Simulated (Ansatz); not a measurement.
# CdInS2 (P-3m1) in Ansatz: convergence with xc grid

Aim: find how far xc grid must go before the results for CdInS2 settle, at PBE. This setting moves, with any that are tied to it; all else stays.

Everything below comes from runs of Ansatz 0.2.0. Logs are shortened: lines on timing, memory, paths and dates and some standing lists are left out, and cuts for length are marked.

## (1) Starting point

It takes space group P-3m1 (No. 164, trigonal). Conventional cell: a = 3.869 Å, b = 3.869 Å, c = 6.811 Å, α = 90.00°, β = 90.00°, γ = 120.00°. Around In (site symmetry -3m) lie 6 S at 2.83 Å. Around Cd (site symmetry -3m) lie 6 S at 2.79 Å. Around S (site symmetry 3m) lie 3 Cd at 2.79 Å and 3 In at 2.83 Å.

The cell comes from a database or a generator and needn't be the stable form of this composition.

## (2) With xc grid 1

input.yaml reads:

```yaml
crystal:
  lattice:
    - [3.8694961422, 0.0, 0.0]
    - [-1.9347480711, 3.351081959, 0.0]
    - [0.0, 0.0, 6.810529]
  atoms:
    - { symbol: In, position: [0.0, 0.0, 0.5] }
    - { symbol: Cd, position: [0.0, 0.0, 0.0] }
    - { symbol: S, position: [0.3333333333, 0.6666666667, 0.244951] }
    - { symbol: S, position: [0.6666666667, 0.3333333333, 0.755049] }
hamiltonian:
  xc: pbe
  pseudopotentials: { kind: nc }
kpoints:
  mp_grid: { grid: [7, 7, 4] }
scf:
  occupations: { method: fermi_dirac, width: 0.1 }
output:
  forces: true
  stress: true
  eigenvalues: true
basis:
  xc_grid: 1
```

Potentials or basis: Ansatz NC with PseudoDojo standard (PBE files).

Run with:

```console
> ansatz run input.yaml --threads 2 --pin off --max-ram 5632MiB --backend cpu --events-out ev --progress --plain --runs-dir out
```

The log of the run:

```text
Warning: RAYON_NUM_THREADS=2 ignored (pool sized by the plan → 2); use --threads N
Engine: ansatz 0.2.0, aarch64-unknown-linux-gnu
Pseudopotentials: kind: nc
Pseudopotential: In, nc, valence charge 13, recommended cutoff 952.398519 eV (normal), In.nc.azcp
Pseudopotential: Cd, nc, valence charge 20, recommended cutoff 1071 eV (normal), Cd.nc.azcp
Pseudopotential: S, nc, valence charge 6, recommended cutoff 770 eV (normal), S.nc.azcp (PseudoDojo's, or run here from an input of PseudoDojo's: the run reads no file of this project's for it)
Functional definition: PBE
  parameter kappa = 0.804
  parameter beta = 0.06672455060314922
  exchange = pbe_x(kappa = kappa, mu = beta*pi^2/3)
  correlation = pbe_c(beta = beta)
Crystal: 4 atoms, lattice volume = 88.312 Å³
Basis set: ecut = 1071 eV, 7063 PW (Γ)
Bands: 27, of which v1, the nominal top of the filled ones, is band 23 counted from 1 (22 counted from 0)
Symmetry: 12 space group operations
Space group: P-3m1 (ITA 164), of the structure as read, at distance tolerance 4.5e-5 Å
k-points: 28 of 196
Non-local potential: In, projectors of the file, l = 0: 2, l = 1: 2, l = 2: 2, l = 3: 1
Non-local potential: Cd, projectors of the file, l = 0: 2, l = 1: 2, l = 2: 2, l = 3: 1
Non-local potential: S, projectors of the file, l = 0: 2, l = 1: 2, l = 2: 2
Initial density: superposition of atomic densities (chi_scale 0.1, normalization cell, long waves kept (reshape's long-wave potential 0.08 eV rms))
Initial wavefunctions: pseudopotential atomic-orbital guess
Functional: x = pbe(κ = 0.804, μ = 0.2195149727645171), c = pbe(β = 0.06672455060314922)
SCF iter   1: F=—  HF=-7175.416807 eV  |F-HF|=—  |Δ(HF+E_count)|=         —  Δρ=3.04e-2  dr2=5.49e-1  ethr=3.10e-3  ⟨swp⟩=7.2  Hψ=3714  notcnv=0
preconditioner: auto → Kerker (q_TF=auto, 2.438 Å⁻¹)  [metal: Δε(μ)=0.168 eV  Ē_g=12.292 eV  σ=0.100 eV  W_gap=0.35  n_scr=22 (ndim 8)  ℏωp=24.0 eV  f_vac=0.000  D(μ)=1.09/eV (n_scr^D=2)]
SCF iter   2: F=—  HF=-7175.306917 eV  |F-HF|=—  |Δ(HF+E_count)|=   1.10e-1  Δρ=1.41e-2  dr2=1.36e-1  ethr=1.22e-3  ⟨swp⟩=2.4  Hψ=1361  notcnv=0
SCF iter   3: F=—  HF=-7175.296321 eV  |F-HF|=—  |Δ(HF+E_count)|=   1.06e-2  Δρ=3.61e-3  dr2=1.29e-2  ethr=3.02e-4  ⟨swp⟩=2.5  Hψ=1215  notcnv=0
SCF iter   4: F=—  HF=-7175.299505 eV  |F-HF|=—  |Δ(HF+E_count)|=   3.18e-3  Δρ=7.64e-4  dr2=6.39e-4  ethr=2.87e-5  ⟨swp⟩=2.0  Hψ=965  notcnv=0
SCF iter   5: F=—  HF=-7175.300036 eV  |F-HF|=—  |Δ(HF+E_count)|=   5.31e-4  Δρ=2.83e-4  dr2=9.71e-5  ethr=1.42e-6  ⟨swp⟩=2.6  Hψ=1458  notcnv=0
SCF iter   6: F=—  HF=-7175.300064 eV  |F-HF|=—  |Δ(HF+E_count)|=   2.79e-5  Δρ=7.81e-5  dr2=7.20e-6  ethr=2.16e-7  ⟨swp⟩=2.7  Hψ=1341  notcnv=0
SCF iter   7: F=—  HF=-7175.300066 eV  |F-HF|=—  |Δ(HF+E_count)|=   1.72e-6  Δρ=2.05e-5  dr2=3.70e-7  ethr=1.60e-8  ⟨swp⟩=3.4  Hψ=1794  notcnv=0
SCF iter   8: F=-7175.300066 eV  HF=-7175.300066 eV  |F-HF|=9.55e-9  |Δ(HF+E_count)|=   2.55e-7  Δρ=6.68e-6  dr2=5.60e-8  ethr=2.22e-10  ⟨swp⟩=12.1  Hψ=5337  notcnv=0
SCF 1 converged in 8 iterations: F = -7175.300066 eV  dr2 = 5.60e-8
SCF converged after 8 iterations
Free energy (F): -7175.300066 eV
Harris-Foulkes:  -7175.300066 eV  (|F-HF|=9.55e-9)
Internal energy: -7175.264872 eV  (E = F + TS)
E sigma→0 (E₀):  -7175.282469 eV
Entropy (-TS):   -0.035194 eV (-8.799 meV/atom)
Fermi energy:    9.624980 eV
--- Per-component energies (eV) ---
  E_band       = -486.346484
  E_kinetic    = 2980.758409
  E_local      = -6605.800241  (includes V_loc(G=0)·N_el)
  E_nonlocal   = -159.255508
  E_hartree    = 2175.741275
  E_xc         = -1376.436584
  E_vxc        = -1053.523104  (∫ρ·V_xc dr)
  E_ewald      = -4190.272223
  E_smearing   = -0.035194  (= −TS)
  E_closure    = -0.000000  (closes the sum)
  Σ components = -7175.300066   (vs F -7175.300066, Δ=0.00e0)
--- Forces (eV/Å), atoms counted from 1 ---
  atom   1  In     0.00000000     0.00000000     0.00000000
  atom   2  Cd     0.00000000     0.00000000     0.00000000
  atom   3  S      0.00000000     0.00000000    -0.11511679
  atom   4  S     -0.00000000    -0.00000000     0.11511679
  max |Σ_I F_I| component: 3.70e-17 eV/Å
--- Stress (GPa, compression-positive) ---
        0.039361       0.000000       0.000000
       -0.000000       0.039361       0.000000
        0.000000       0.000000      -0.044522
  P = ⅓ Tr σ = 0.0114 GPa (0.114 kbar)
--- Band table (eV; the first three rows and the last of 28) ---
  k-point 0: bands = ["-93.0854", "-54.1438", "-54.1398", "-54.1398", "-5.0680", "-5.0669", "-5.0669", "-4.9973", "-4.9973", "-4.3159", "-3.4216", "0.7306", "0.8037", "0.8037", "1.0159", "1.0159", "2.8261", "7.0353", "7.5729", "7.5729", "7.7711", "8.0817", "8.0817", "11.4842", "14.0378", "14.4836", "14.4836"]
  k-point 1: bands = ["-93.0854", "-54.1438", "-54.1398", "-54.1398", "-5.0668", "-5.0668", "-5.0635", "-4.9971", "-4.9971", "-4.2108", "-3.5834", "0.7670", "0.8018", "0.8018", "1.0146", "1.0146", "3.1598", "5.7550", "7.6437", "7.6437", "8.0218", "8.0218", "9.0719", "11.3259", "13.9693", "14.5028", "14.5028"]
  k-point 2: bands = ["-93.0854", "-54.1438", "-54.1398", "-54.1398", "-5.0667", "-5.0667", "-5.0593", "-4.9969", "-4.9969", "-3.9569", "-3.8912", "0.7972", "0.7999", "0.7999", "1.0134", "1.0134", "3.7889", "4.7109", "7.7567", "7.7567", "7.9198", "7.9198", "10.2064", "10.7802", "14.1560", "14.5393", "14.5445"]
  k-point 27: bands = ["-93.0853", "-54.1437", "-54.1407", "-54.1404", "-5.2489", "-5.1505", "-5.0183", "-5.0056", "-4.9827", "-3.0932", "-2.9003", "0.9065", "0.9366", "0.9562", "1.0729", "1.0959", "3.5242", "4.2146", "5.1675", "5.2251", "7.4172", "7.4305", "9.9187", "11.1497", "12.0791", "12.3599", "14.7628"]
```

Wall time 7.3 s (2 threads of Arm Neoverse V1, shared host); peak memory 0.51 GiB.

What came out:

```yaml
Free_energy: -7175.3001 eV
Pressure: 0.0 GPa
Largest_force: 0.115 eV/Å
Band_gap_on_the_k_mesh: none (metal or under the smearing width)
```

## (3) With xc grid 2

Edit input.yaml of step 2 so:

```diff
@@ -22,2 +22,2 @@
 basis:
-  xc_grid: 1
+  xc_grid: 2
```

Potentials or basis: Ansatz NC with PseudoDojo standard (PBE files).

Run with:

```console
> ansatz run input.yaml --threads 2 --pin off --max-ram 5632MiB --backend cpu --events-out ev --progress --plain --runs-dir out
```

Wall time 7.4 s (2 threads of Arm Neoverse V1, shared host); peak memory 0.55 GiB.

Results:

```yaml
Free_energy: -7175.3001 eV
Pressure: 0.0 GPa
Largest_force: 0.115 eV/Å
Band_gap_on_the_k_mesh: none (metal or under the smearing width)
```

## (4) With xc grid 3

Edit input.yaml of step 3 so:

```diff
@@ -22,2 +22,2 @@
 basis:
-  xc_grid: 2
+  xc_grid: 3
```

Run with:

```console
> ansatz run input.yaml --threads 2 --pin off --max-ram 5632MiB --backend cpu --events-out ev --progress --plain --runs-dir out
```

Wall time 7.7 s (2 threads of Arm Neoverse V1, shared host); peak memory 0.65 GiB.

The run converged. Its results:

```yaml
Free_energy: -7175.3001 eV
Pressure: 0.0 GPa
Largest_force: 0.115 eV/Å
Band_gap_on_the_k_mesh: none (metal or under the smearing width)
```

## (5) With xc grid 4

Edit input.yaml of step 4 so:

```diff
@@ -22,2 +22,2 @@
 basis:
-  xc_grid: 3
+  xc_grid: 4
```

Run with:

```console
> ansatz run input.yaml --threads 2 --pin off --max-ram 5632MiB --backend cpu --events-out ev --progress --plain --runs-dir out
```

It took 8.2 s on 2 threads of Arm Neoverse V1, shared host; peak memory 0.9 GiB.

It converged, with:

| Item | Value |
| --- | --- |
| Free energy | -7175.3001 eV |
| Pressure | 0.0 GPa |
| Largest force | 0.115 eV/Å |
| Band gap on the k mesh | none (metal or under the smearing width) |

## (6) With xc grid 5

Edit input.yaml of step 5 so:

```diff
@@ -22,2 +22,2 @@
 basis:
-  xc_grid: 4
+  xc_grid: 5
```

Potentials or basis: Ansatz NC with PseudoDojo standard (PBE files).

Run with:

```console
> ansatz run input.yaml --threads 2 --pin off --max-ram 5632MiB --backend cpu --events-out ev --progress --plain --runs-dir out
```

It took 8.9 s on 2 threads of Arm Neoverse V1, shared host; peak memory 1.3 GiB.

It converged, with:

```yaml
Free_energy: -7175.3001 eV
Pressure: 0.0 GPa
Largest_force: 0.115 eV/Å
Band_gap_on_the_k_mesh: none (metal or under the smearing width)
```

## (7) The series at a glance

```tsv
xc grid	energy less the tightest run, at zero smearing (meV/atom)	SCF cycles	CPU time (s)	peak memory (GiB)
1	0.00	8	14	0.51
2	0.00	8	14	0.55
3	0.00	8	15	0.65
4	0.00	8	16	0.9
5	0.00	8	18	1.3
```

Against the tightest run, the energy stays within 1 meV/atom from 1 on. The tightest run that finished is the yardstick and may itself not be fully converged.
